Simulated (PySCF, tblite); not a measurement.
# C₇H₁₇NP−: geometry, infrared bands and NMR shifts

What infrared bands and NMR shifts should C₇H₁₇NP− (`CN(C)[P-]CC(C)(C)C`) show?

The runs use tblite 0.8.0 and PySCF 2.14.0, with density-fitted response routines of our own; the level of theory stands in each step. All values are computed, except where a source is named. Atoms are numbered from 0 throughout.

### 1 The starting structure

26 atoms, charge -1, multiplicity 1; geometry from: force field or distance geometry start.

Bonds of the start (Å): C0–N1 1.43, N1–C2 1.41, N1–P3 1.69, P3–C4 1.81, C4–C5 1.51, C5–C6 1.50, C5–C7 1.53, C5–C8 1.50, C0–H9 1.11, C0–H10 1.10, C0–H11 1.14, C2–H12 1.12, C2–H13 1.12, C2–H14 1.11, C4–H15 1.12, C4–H16 1.12, C6–H17 1.11, C6–H18 1.13, C6–H19 1.10, C7–H20 1.13, C7–H21 1.10, C7–H22 1.11, C8–H23 1.11, C8–H24 1.12, C8–H25 1.13.

### 2 Geometry optimisation with GFN2-xTB

What the job is given:

```
{"job": {"kind": "relax", "xc": "GFN2-xTB", "basis": "xTB"}, "charge": -1, "multiplicity": 1}
C     -2.806800    -1.522800    -0.186800
N     -2.277800    -0.328800    -0.757700
C     -2.791700     0.893500    -0.280800
P     -0.700700    -0.359100    -1.373900
C      0.443200     0.836400    -0.650300
C      1.529400     0.184800     0.180100
C      2.379300    -0.774500    -0.606300
C      0.877300    -0.592400     1.320500
C      2.417700     1.264600     0.727700
H     -3.698200    -1.900000    -0.720200
H     -2.028800    -2.298900    -0.162400
H     -3.192200    -1.264500     0.849800
H     -2.827600     0.859300     0.836600
H     -3.854400     0.975800    -0.614800
H     -2.238500     1.794000    -0.622200
H     -0.140600     1.598800    -0.075800
H      0.907800     1.358000    -1.527600
H      1.847300    -1.705900    -0.901100
H      3.265300    -1.014800     0.050300
H      2.766100    -0.340100    -1.538300
H      0.198300    -1.317600     0.779100
H      0.302600     0.140500     1.908100
H      1.662600    -1.113300     1.907900
H      2.549700     2.023100    -0.072700
H      3.436500     0.884900     0.995300
H      1.953200     1.741700     1.638400
```

Command:

```
$ OMP_NUM_THREADS=1 python probes_run.py task.json out
```

The driver reads the jobs from task.json and runs them one after another.

**Question.** This job is followed by: GFN2-xTB harmonic vibrations, gas phase; GIAO PBE0/pcSseg-1 NMR shielding, non-relativistic, gas phase. Predict these results of the whole session: strongest single infrared mode (GFN2-xTB); zero-point energy (GFN2-xTB); ¹³C shifts against TMS (PBE0/pcSseg-1, means over atoms taken as alike); ¹H shifts against TMS (PBE0/pcSseg-1, means over atoms taken as alike); ¹⁵N shifts against NH3 (PBE0/pcSseg-1); ³¹P shifts against H3PO4 (PBE0/pcSseg-1).

**Answer**, as computed:

| quantity | value |
| --- | --- |
| strongest single infrared mode (GFN2-xTB) | 2844 cm⁻¹, 367 km/mol |
| zero-point energy (GFN2-xTB) | 142.4 kcal/mol |
| ¹³C shifts against TMS (PBE0/pcSseg-1, means over atoms taken as alike) | 56.1, 55.9, 35.1, 32.5 ppm |
| ¹H shifts against TMS (PBE0/pcSseg-1, means over atoms taken as alike) | 2.62, 2.00, 1.00 ppm |
| ¹⁵N shifts against NH3 (PBE0/pcSseg-1) | 33.9 ppm |
| ³¹P shifts against H3PO4 (PBE0/pcSseg-1) | 159.2 ppm |

**Reading.** The optimisation took 97 steps and gained 1.214 eV; among the close pairs (by a distance rule), N1–P3 changed most, from 1.693 to 1.785 Å. All 72 modes are real, so the xTB geometry is a minimum. The strongest single mode, at 2844 cm⁻¹, moves mainly H12 and H11. GFN2-xTB is a fitted tight-binding method: band positions and strengths are rough. Its intensities can rank the bands wrongly. The most deshielded carbon is C0, C2 (mean) (methyl carbon bonded to N), at 56.1 ppm: deshielded by the electronegative neighbour. The most deshielded hydrogen is H9, H10, H11, H12, H13, H14 (mean) (hydrogen on a methyl carbon bonded to N), at 2.62 ppm: its carbon carries N, an electronegative neighbour. At PBE0/pcSseg-1: The widest tensor belongs to P3: span 721 ppm, with a paramagnetic part of -810 ppm. At PBE0/pcSseg-1 the HOMO lies above zero (+1.07 eV), as often for anions in the gas phase: self-interaction error lifts it, or the electron is held by the finite basis alone; counter-ions and solvent are missing.
